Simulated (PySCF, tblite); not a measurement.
# C₂H₁₀FNSi₄: geometry, infrared bands and NMR shifts

Wanted: the infrared bands and NMR shifts of C₂H₁₀FNSi₄ (`F[Si@H](C#C[SiH3])N([SiH3])[SiH3]`), by calculation.

Programs: tblite 0.8.0 and PySCF 2.14.0, with density-fitted response routines of our own. Each step states its level of theory. These are calculated values for one molecule in the gas phase, unless marked as measured. Atoms are numbered from 0 throughout.

**1. Starting geometry**

18 atoms, charge 0, multiplicity 1; geometry from: force field or distance geometry start.

Bonds of the start (Å): F0–Si1 1.70, Si1–C2 1.83, C2–C3 1.20, C3–Si4 1.82, Si1–N5 1.79, N5–Si6 1.80, N5–Si7 1.79, Si1–H8 1.47, Si4–H9 1.47, Si4–H10 1.47, Si4–H11 1.48, Si6–H12 1.47, Si6–H13 1.45, Si6–H14 1.48, Si7–H15 1.47, Si7–H16 1.47, Si7–H17 1.47.

**2. Optimising the geometry with GFN2-xTB**

The job: settings as JSON, then the geometry in Å.

```
{"job": {"kind": "relax", "xc": "GFN2-xTB", "basis": "xTB"}, "charge": 0, "multiplicity": 1}
F     -0.612500     0.985500     1.700600
Si    -0.290300    -0.273900     0.598300
C      1.463900    -0.245500     0.076700
C      2.616000    -0.212700    -0.271200
Si     4.380800    -0.185600    -0.732600
N     -1.361600    -0.047300    -0.819500
Si    -1.960300     1.643200    -0.696400
Si    -2.693800    -1.222600    -0.570600
H     -0.579300    -1.536200     1.292900
H      4.596500    -1.333800    -1.617200
H      5.236300    -0.278300     0.462700
H      4.688500     1.090500    -1.410000
H     -0.967900     2.389600     0.096500
H     -2.115300     2.260000    -2.003200
H     -3.227000     1.634200     0.071200
H     -3.965200    -0.714300    -1.117500
H     -2.380000    -2.511200    -1.213000
H     -2.837400    -1.435100     0.875800
```

The run is started by

```console
$ OMP_NUM_THREADS=1 python probes_run.py task.json out
```

The driver reads the jobs from task.json and runs them one after another.

What it wrote:

```text
step      E/eV     max force
  0    -652.72426    1.979
  1    -652.86042    1.592
  2    -652.99241    2.611
  3    -653.04606    3.018
  4    -653.12170    1.041
  5    -653.18673    0.812
  6    -653.28545    1.319
  7    -653.35696    0.971
  8    -653.42096    0.553
  9    -653.46836    0.558
 10    -653.51707    0.689
 11    -653.55905    0.523
 12    -653.59658    0.503
 13    -653.63455    0.436
 14    -653.66638    0.395
 15    -653.68575    0.263
 16    -653.69596    0.165
 17    -653.70142    0.160
 18    -653.70607    0.147
 19    -653.71215    0.198
 20    -653.71936    0.185
 21    -653.72498    0.131
 22    -653.72753    0.094
 23    -653.72865    0.092
 24    -653.72972    0.093
 25    -653.73128    0.110
 26    -653.73332    0.118
 27    -653.73551    0.102
 28    -653.73728    0.100
 29    -653.73847    0.086
 30    -653.73948    0.083
 31    -653.74092    0.094
 32    -653.74333    0.154
 33    -653.74706    0.197
 34    -653.75131    0.173
 35    -653.75447    0.120
 36    -653.75639    0.092
 37    -653.75792    0.109
 38    -653.75960    0.111
 39    -653.76136    0.096
 40    -653.76288    0.095
 41    -653.76426    0.078
 42    -653.76570    0.106
 43    -653.76708    0.102
 44    -653.76806    0.058
 45    -653.76878    0.073
 46    -653.76971    0.091
 47    -653.77134    0.120
 48    -653.77370    0.141
 49    -653.77607    0.127
 50    -653.77784    0.091
 51    -653.77939    0.091
 52    -653.78162    0.148
 53    -653.78529    0.181
 54    -653.78956    0.176
 55    -653.79271    0.101
 56    -653.79413    0.059
 57    -653.79481    0.077
 58    -653.79556    0.073
 59    -653.79657    0.086
 60    -653.79776    0.069
 61    -653.79857    0.052
 62    -653.79920    0.058
 63    -653.79965    0.050
 64    -653.79997    0.046
 65    -653.80039    0.045
 66    -653.80096    0.056
 67    -653.80162    0.069
 68    -653.80209    0.073
 69    -653.80231    0.048
 70    -653.80242    0.026
 71    -653.80253    0.027
 72    -653.80267    0.047
 73    -653.80281    0.065
 74    -653.80294    0.046
 75    -653.80304    0.036
 76    -653.80312    0.020
 77    -653.80317    0.019
 78    -653.80320    0.022
 79    -653.80323    0.015
 80    -653.80327    0.018
 81    -653.80332    0.019
 82    -653.80336    0.013
 83    -653.80338    0.009
```

Run time: 2.9 s. Hardware: 1 thread of Intel Xeon at 2.50GHz, shared host; peak memory 0.18 GiB.

Along the way: (not every step is listed)

| step | energy from step 0 (eV) | largest force (eV/Å) |
| --- | --- | --- |
| 0 | 0.0000 | 1.9795 |
| 1 | -0.1362 | 1.5924 |
| 2 | -0.2681 | 2.6109 |
| 3 | -0.3218 | 3.0181 |
| 4 | -0.3974 | 1.0412 |
| 5 | -0.4625 | 0.8123 |
| 6 | -0.5612 | 1.3189 |
| 7 | -0.6327 | 0.9709 |
| 8 | -0.6967 | 0.5531 |
| 15 | -0.9615 | 0.2629 |
| 22 | -1.0033 | 0.0939 |
| 29 | -1.0142 | 0.0861 |
| 36 | -1.0321 | 0.0918 |
| 43 | -1.0428 | 0.1016 |
| 50 | -1.0536 | 0.0910 |
| 57 | -1.0706 | 0.0766 |
| 64 | -1.0757 | 0.0457 |
| 71 | -1.0783 | 0.0266 |
| 78 | -1.0789 | 0.0225 |
| 79 | -1.0790 | 0.0153 |
| 80 | -1.0790 | 0.0185 |
| 81 | -1.0791 | 0.0194 |
| 82 | -1.0791 | 0.0133 |
| 83 | -1.0791 | 0.0085 |

Close pairs (by a distance rule), those that changed most:

| bond | before (Å) | after (Å) | change (Å) |
| --- | --- | --- | --- |
| F0–Si1 | 1.704 | 1.615 | -0.090 |
| Si1–N5 | 1.791 | 1.733 | -0.058 |
| N5–Si7 | 1.794 | 1.742 | -0.052 |
| N5–Si6 | 1.798 | 1.750 | -0.048 |
| C3–Si4 | 1.824 | 1.850 | +0.026 |
| Si1–H8 | 1.469 | 1.451 | -0.019 |
| Si1–C2 | 1.830 | 1.847 | +0.017 |
| Si6–H14 | 1.481 | 1.466 | -0.016 |

The next job starts from the end point, and lists it.

**3. Harmonic vibrations with GFN2-xTB**

The job: settings as JSON, then the geometry in Å.

```
{"job": {"kind": "ir", "xc": "GFN2-xTB", "basis": "xTB"}, "charge": 0, "multiplicity": 1}
F     -0.418336     0.789526     2.245929
Si    -0.378314    -0.365732     1.118748
C      1.308575    -0.313082     0.367521
C      2.401041    -0.240626    -0.148804
Si     4.073006    -0.085288    -0.926158
N     -1.576316     0.021229    -0.072225
Si    -1.715759     1.665268    -0.654298
Si    -2.600443    -1.246863    -0.687768
H     -0.693183    -1.596847     1.818696
H      4.245987    -1.194306    -1.868887
H      5.077905    -0.146531     0.138381
H      4.134624     1.201550    -1.624152
H     -0.506304     2.391786    -0.280755
H     -1.845869     1.606878    -2.111763
H     -2.907674     2.267580    -0.050549
H     -3.541722    -0.636380    -1.621807
H     -1.754223    -2.243702    -1.351357
H     -3.311755    -1.868142     0.432831
```

What it wrote:

```text
mode    cm-1     km/mol
  1     -45.6      1.89
  2     -13.2      0.12
  3      13.4      0.01
  4      23.2      0.18
  5      40.6      0.02
  6      79.4      1.30
  7     132.9      0.16
  8     149.0      6.20
  9     168.1      9.12
 10     204.3      1.42
 11     223.0      8.52
 12     248.0     11.81
 13     304.9      8.42
 14     317.6     24.41
 15     437.6     14.13
 16     509.3      1.42
 17     533.9     71.36
 18     536.4     70.58
 19     562.0     12.13
 20     570.0      4.54
 21     581.8     31.17
 22     591.9     90.95
 23     643.1    255.15
 24     671.9    262.50
 25     764.0     48.79
 26     765.9    118.14
 27     775.6    513.69
 28     779.0    213.04
 29     780.8     95.78
 30     782.1     17.20
 31     783.8    236.37
 32     793.7    269.87
 33     804.6    914.83
 34     827.9    202.66
 35     878.9    360.28
 36     974.2    416.17
 37     993.6    655.56
 38    2218.7    139.68
 39    2230.8    509.47
 40    2233.8    250.10
 41    2241.5    186.52
 42    2245.0    457.26
 43    2248.8    443.77
 44    2253.2     10.79
 45    2260.4    134.35
 46    2280.0    220.02
 47    2288.6    414.10
 48    2356.8    359.54
```

Run time: 3.4 s. Hardware: 1 thread of Intel Xeon at 2.50GHz, shared host; peak memory 0.18 GiB.

The strongest bands and the atoms that carry them (share of the mass-weighted mode):

| cm⁻¹ | km/mol | atoms |
| --- | --- | --- |
| 776 | 513.7 | H13 42 %, H12 28 % |
| 805 | 914.8 | H16 23 %, H17 23 %, F0 12 %, H15 11 % |
| 974 | 416.2 | N5 78 % |
| 994 | 655.6 | N5 75 %, Si1 15 % |
| 2231 | 509.5 | H14 58 %, H16 24 % |
| 2245 | 457.3 | H9 74 %, H11 13 % |
| 2249 | 443.8 | H10 48 %, H11 45 % |
| 2289 | 414.1 | H12 76 %, H15 20 % |

**4. NMR shieldings: PBE0/pcSseg-1**

Settings changed since step 3:

```diff
@@ -1,2 +1,2 @@
-{"job": {"kind": "ir", "xc": "GFN2-xTB", "basis": "xTB"}, "charge": 0, "multiplicity": 1}
+{"job": {"kind": "nmr", "xc": "PBE0", "basis": "pcSseg-1"}, "charge": 0, "multiplicity": 1}
 F     -0.418336     0.789526     2.245929
```

Level: GIAO PBE0/pcSseg-1 NMR shielding, non-relativistic, gas phase.

What it wrote:

```text
coarse grid: 17016 points
cycle   1  E = -1393.8935009705  dE =  4.956e-01  |g| = 7.271e-01  |ddm| = 4.033e+00
cycle   2  E = -1393.8069850278  dE =  8.652e-02  |g| = 1.016e+00  |ddm| = 1.418e+00
cycle   3  E = -1393.9929331695  dE = -1.859e-01  |g| = 8.920e-02  |ddm| = 8.622e-01
cycle   4  E = -1393.9944208223  dE = -1.488e-03  |g| = 3.292e-02  |ddm| = 1.208e-01
cycle   5  E = -1393.9946966777  dE = -2.759e-04  |g| = 1.059e-02  |ddm| = 4.447e-02
cycle   6  E = -1393.9947148714  dE = -1.819e-05  |g| = 3.788e-03  |ddm| = 9.161e-03
cycle   7  E = -1393.9947178341  dE = -2.963e-06  |g| = 1.217e-03  |ddm| = 3.928e-03
final grid: 146440 points
cycle   8  E = -1394.0438248686  dE = -1.716e-05  |g| = 5.544e-03  |ddm| = 3.099e-02
cycle   9  E = -1394.0438094453  dE =  1.542e-05  |g| = 9.662e-03  |ddm| = 1.293e-02
cycle  10  E = -1394.0438312749  dE = -2.183e-05  |g| = 1.793e-03  |ddm| = 8.051e-03
cycle  11  E = -1394.0438320589  dE = -7.840e-07  |g| = 4.415e-04  |ddm| = 1.536e-03
cycle  12  E = -1394.0438320985  dE = -3.962e-08  |g| = 1.380e-04  |ddm| = 3.846e-04
cycle  13  E = -1394.0438321031  dE = -4.589e-09  |g| = 1.828e-05  |ddm| = 1.444e-04
cycle  14  E = -1394.0438321032  dE = -5.548e-11  |g| = 6.786e-06  |ddm| = 2.463e-05
converged SCF energy = -1394.0438321032

GIAO shielding tensors (ppm)
atom      isotropic    diamagn.    paramagn.     s11        s22        s33       span
  0 F      338.100     470.171    -132.071    285.669    355.634    372.998     87.329
  1 Si     387.125     882.091    -494.966    357.303    392.815    411.257     53.955
  2 C       68.217     267.620    -199.403    -33.716    -26.526    264.893    298.608
  3 C       77.227     265.175    -187.948    -20.110    -11.175    262.967    283.076
  4 Si     447.857     882.343    -434.486    441.226    442.531    459.814     18.588
  5 N      256.699     335.696     -78.996    207.692    272.109    290.298     82.606
  6 Si     401.762     881.220    -479.458    370.396    378.943    455.948     85.552
  7 Si     400.292     880.302    -480.010    361.645    378.830    460.401     98.757
  8 H       26.810      30.664      -3.854     23.449     24.770     32.211      8.762
  9 H       27.491      29.021      -1.530     23.976     26.026     32.472      8.495
 10 H       27.444      28.145      -0.701     23.879     25.820     32.632      8.752
 11 H       27.441      29.522      -2.081     23.862     26.240     32.222      8.360
 12 H       26.719      31.319      -4.600     22.983     26.573     30.600      7.618
 13 H       27.042      30.920      -3.878     23.843     25.113     32.170      8.327
 14 H       26.975      29.195      -2.220     23.077     24.739     33.109     10.032
 15 H       26.992      28.829      -1.837     23.486     25.742     31.748      8.262
 16 H       26.904      30.067      -3.163     22.640     25.674     32.398      9.758
 17 H       26.860      28.744      -1.884     23.122     24.932     32.527      9.405
```

Wall time 1.9 min (1 thread of Intel Xeon at 2.50GHz, shared host); peak memory 0.95 GiB.

Shifts follow as δ = σ(reference) − σ, with reference shieldings (ppm) from runs at the same level and on the same kind of geometry: ¹H TMS 31.72, ¹³C TMS 186.9, ²⁹Si TMS 349.2, ¹⁹F CFCl3 170.9, ¹⁵N NH3 267.7. The references are single molecules in the gas phase, so shifts against H2O, NH3, PH3, H3PO4 or CFCl3 are not on the usual liquid scales and can be off by tens of ppm. Atoms listed in one row are averaged.

| atoms | environment | σ (ppm) | δ (ppm) | δ scaled to CDCl3 |
| --- | --- | --- | --- | --- |
| C2 | alkyne carbon | 68.2 | 118.7 | 113.9 |
| C3 | alkyne carbon | 77.2 | 109.7 | 105.2 |
| H8 | hydrogen on a silicon bonded to C, F, N | 26.81 | 4.91 | – |
| H12, H13, H14, H15, H16, H17 | hydrogen on a silicon bonded to N | 26.92 | 4.80 | – |
| H9, H10, H11 | hydrogen on a silicon bonded to C | 27.46 | 4.26 | – |
| F0 | fluorine bonded to Si | 338.1 | -167.2 | – |
| Si1 | silicon bonded to C, F, N, H | 387.1 | -38.0 | – |
| Si6, Si7 | silicon bonded to N, 3 H | 401.0 | -51.9 | – |
| Si4 | silicon bonded to C, 3 H | 447.9 | -98.7 | – |
| N5 | nitrogen bonded to 3 Si | 256.7 | 11.0 | – |

The scaled column applies a straight-line fit of computed shieldings to shifts measured in CDCl3, and one for carbons that bear F (root-mean-square error 0.16 ppm for H, 1.9 ppm for C).

Charges from the same density, by scheme (e):

| atoms | Mulliken | IAO | Hirshfeld | ESP fit |
| --- | --- | --- | --- | --- |
| F0 | -0.41 | -0.53 | -0.20 | -0.32 |
| Si1 | 1.12 | 1.30 | 0.47 | 0.84 |
| C2 | -0.27 | -0.35 | -0.15 | -0.31 |
| C3 | -0.30 | -0.29 | -0.13 | -0.13 |
| Si4 | 0.53 | 0.63 | 0.35 | 0.43 |
| N5 | -1.09 | -1.05 | -0.35 | -0.56 |
| Si6, Si7 | 0.64 | 0.75 | 0.35 | 0.46 |

Mayer bond orders: F0–Si1 0.94, Si1–C2 0.91, C2–C3 2.48, C3–Si4 0.96, Si1–N5 0.95, N5–Si6 0.85, N5–Si7 0.88.

**5. Results**

| quantity | value |
| --- | --- |
| strongest single infrared mode (GFN2-xTB) | 805 cm⁻¹, 915 km/mol |
| zero-point energy (GFN2-xTB) | 61.6 kcal/mol |
| ¹³C shifts against TMS (PBE0/pcSseg-1) | 118.7, 109.7 ppm |
| ¹H shifts against TMS (PBE0/pcSseg-1, means over atoms taken as alike) | 4.91, 4.80, 4.26 ppm |
| ¹⁹F shifts against CFCl3 (PBE0/pcSseg-1) | -167.2 ppm |
| ²⁹Si shifts against TMS (PBE0/pcSseg-1, means over atoms taken as alike) | -38.0, -51.9, -98.7 ppm |
| ¹⁵N shifts against NH3 (PBE0/pcSseg-1) | 11.0 ppm |

Relaxing lowered the energy by 1.079 eV in 83 steps; the close pair that moved most is F0–Si1, from 1.704 to 1.615 Å. The lowest mode is imaginary (46i cm⁻¹), so the xTB geometry is not a minimum. The strongest single mode, at 805 cm⁻¹, is spread over many atoms; the largest shares are those of H16, H17. Unscaled tight-binding wavenumbers are off by several per cent, some by more. Its intensities can rank the bands wrongly. At PBE0/pcSseg-1: The widest tensor belongs to C2: span 299 ppm, with a paramagnetic part of -199 ppm.
